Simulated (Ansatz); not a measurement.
# C₂H₇BS₂: up Jacob's ladder to CCSD(T)

Aim: compute C₂H₇BS₂ with functionals from several rungs and with coupled cluster. The yardstick is the atomisation energy at the CCSD(T) limit.

The runs use Ansatz 0.2.0, Gaussian basis; functionals in def2-TZVPP, the program's frozen cores in correlated methods.

The runs, in order: LDA (SPW92), PBE-D4, revPBE-D4, BLYP-D4, r2SCAN-D4, B97M-V, PBE0-D4, B3LYP-D4, r2SCANh-D4, r2SCAN0-D4, HSE06-D4, BHLYP-D4, CAM-B3LYP-D4, LC-ωPBE, ωB97X-V, ωB97M-V, B2PLYP, PBE-QIDH; CCSD(T)/def2-SVP; CCSD(T)/def2-TZVPP; MP2/def2-QZVPP; extrapolation to the limit; RPA on PBE.

### 1 The relaxed structure

The geometry comes from an earlier relaxation with PBE0-D4 in a triple-zeta def2 set; it is a stationary point, not always the lowest conformer.

12 atoms, charge 0, spin multiplicity 1.

Atoms are counted from 1 here; the program's logs count them from 0.

Bond lengths: C1–C2 1.524 Å, C1–H6 1.092 Å, C1–H7 1.092 Å, C1–H8 1.093 Å, C2–B3 1.573 Å, C2–H9 1.096 Å, C2–H10 1.100 Å, B3–S4 1.801 Å, B3–S5 1.799 Å, S4–H11 1.343 Å, S5–H12 1.342 Å. Angles: C2–C1–H6 111.3°, C2–C1–H7 111.3°, C2–C1–H8 111.5°, H6–C1–H7 107.7°, H6–C1–H8 107.3°, H7–C1–H8 107.4°, C1–C2–B3 116.8°, C1–C2–H9 110.2°, C1–C2–H10 109.5°, B3–C2–H9 109.3°, B3–C2–H10 105.7°, H9–C2–H10 104.6°, C2–B3–S4 116.7°, C2–B3–S5 118.4°, S4–B3–S5 124.9°, B3–S4–H11 99.6°, B3–S5–H12 99.1°.

### 2 LDA

This LDA is Slater exchange with PW92 correlation.

File in.yaml:

```yaml
crystal:
  periodic: [false, false, false]
  atoms:
    - {symbol: C, position_ang: [0.353206, 1.722546, 0.139165]}
    - {symbol: C, position_ang: [0.841297, 0.284631, 0.273287]}
    - {symbol: B, position_ang: [-0.199886, -0.849325, -0.048521]}
    - {symbol: S, position_ang: [0.153937, -2.485736, 0.615008]}
    - {symbol: S, position_ang: [-1.626520, -0.436895, -1.064145]}
    - {symbol: H, position_ang: [-0.468105, 1.929579, 0.829092]}
    - {symbol: H, position_ang: [1.153163, 2.435186, 0.351581]}
    - {symbol: H, position_ang: [-0.009519, 1.930129, -0.870923]}
    - {symbol: H, position_ang: [1.260398, 0.118123, 1.272148]}
    - {symbol: H, position_ang: [1.684943, 0.118016, -0.411866]}
    - {symbol: H, position_ang: [-0.870671, -3.170667, 0.082628]}
    - {symbol: H, position_ang: [-2.195243, -1.650886, -1.133353]}
basis:
  gaussian: {orbitals: def2-TZVPP}
hamiltonian: {xc: lda}
output: {orbitals: {seedname: orbitals}}
```

The run is started by

```sh
ansatz run in.yaml --threads 4 --pin off --events-out ev --progress --plain --max-ram 10444MiB
```

Further steps of the session: PBE-D4 (GGA); revPBE-D4 (GGA); BLYP-D4 (GGA); r2SCAN-D4 (meta-GGA); B97M-V (meta-GGA); B3LYP-D4 (hybrid); r2SCANh-D4 (hybrid); r2SCAN0-D4 (hybrid); HSE06-D4 (hybrid); BHLYP-D4 (hybrid); CAM-B3LYP-D4 (range-separated); LC-ωPBE (range-separated); ωB97X-V (range-separated); ωB97M-V (range-separated); B2PLYP (double hybrid); PBE-QIDH (double hybrid); CCSD(T) in def2-SVP; CCSD(T) in def2-TZVPP; MP2 in def2-QZVPP; RPA on PBE orbitals.

**Question.** What will the summary of the whole plan be? Wanted: atomisation energy, CCSD(T)/CBS; farthest beyond LDA; mean size of error, GGA; mean size of error, meta-GGA; mean size of error, hybrid; mean size of error, range-separated; mean size of error, double hybrid; gap, smallest and largest; T1 diagnostic.

As calculated:

| quantity | value |
| --- | --- |
| atomisation energy, CCSD(T)/CBS | 1059.1 kcal/mol |
| functionals within 5.3 kcal/mol (0.5 %) | revPBE-D4, BLYP-D4, B3LYP-D4, r2SCAN0-D4, CAM-B3LYP-D4, LC-ωPBE, PBE-QIDH |
| farthest beyond LDA | PBE-D4 (+23.6 kcal/mol) |
| mean size of error, GGA | 9.5 kcal/mol |
| mean size of error, meta-GGA | 11.8 kcal/mol |
| mean size of error, hybrid | 8.8 kcal/mol |
| mean size of error, range-separated | 5.7 kcal/mol |
| mean size of error, double hybrid | 6.2 kcal/mol |
| gap, smallest and largest | 4.73 eV (LDA (SPW92)), 11.79 eV (LC-ωPBE) |
| T1 diagnostic | 0.0122 |
| triples share of the correlation energy | 4.3 % |

The LDA atomisation energy is off by 149.9 kcal/mol (14 %): it overbinds. PBE-D4 misses by +23.6 kcal/mol. Double hybrids carry the basis error of their MP2 part in triple zeta, and no dispersion term here, so their miss is partly the set-up's. By mean error the best rung here is range-separated (5.7 kcal/mol) and the worst beyond LDA is meta-GGA (11.8 kcal/mol). The gap between the best rungs is small, so their order is not settled. The reference freezes the cores and leaves out relativity and excitations past (T), so misses under about 5.3 kcal/mol can't be ranked. Hartree-Fock recovers 75 % of the binding; the rest is correlation. CCSD(T) in def2-SVP is off by -47.5 kcal/mol, so the small basis spoils what the method gains. Orbital gaps span 4.7 to 11.8 eV; exact exchange widens them.
